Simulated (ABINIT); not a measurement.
Crystal: Si2C.

```
CELL_PARAMETERS angstrom
2.72014 0.00000 0.00000
0.00000 2.72014 0.00000
0.00000 0.00000 4.81268
ATOMIC_POSITIONS crystal
Si 0.50000 0.50000 0.24195
Si 0.50000 0.50000 0.75805
C 0.00000 0.00000 0.00000
```

The cell was built by a generator and needn't be a form met in nature.

- Program: ABINIT 10.8.3 (patched build)
- Task: single point
- Functional: PBE
- Potentials or basis: JTH PAW PBE v2.0
- Cutoff: 517 eV
- k mesh: 10 × 10 × 6
- Occupations: fermi-dirac, width 0.05 eV
- Spin: no spin polarisation

On this cell: pressure -0.5 GPa; largest force 0.025 eV/Å; band gap on the k mesh none (metal or under the smearing width).

The same run follows on a disturbed copy (atoms moved at random, drawn with an rms of 0.05 Å):

```
Si C
1.0
     2.72014    0.00000    0.00000
     0.00000    2.72014    0.00000
     0.00000    0.00000    4.81268
Si C
2 1
Direct
  0.50386 0.50728 0.23856
  0.52164 0.49674 0.76263
  0.98630 0.99886 0.99974
```

Question: What does the disturbed cell give?

Answer: The energy (extrapolated to zero smearing) moves by +0.4 meV/atom; pressure 1.0 GPa; largest force 0.596 eV/Å; band gap on the k mesh none (metal or under the smearing width).

Forces on the atoms (eV/Å):
```
Si   0.109  0.034  0.573
Si   0.173 -0.003 -0.570
C   -0.282 -0.032 -0.002
```

Stress tensor (GPa, compression positive):
```
-0.15  0.07 -0.38
 0.07  0.05  0.25
-0.38  0.25  3.06
```
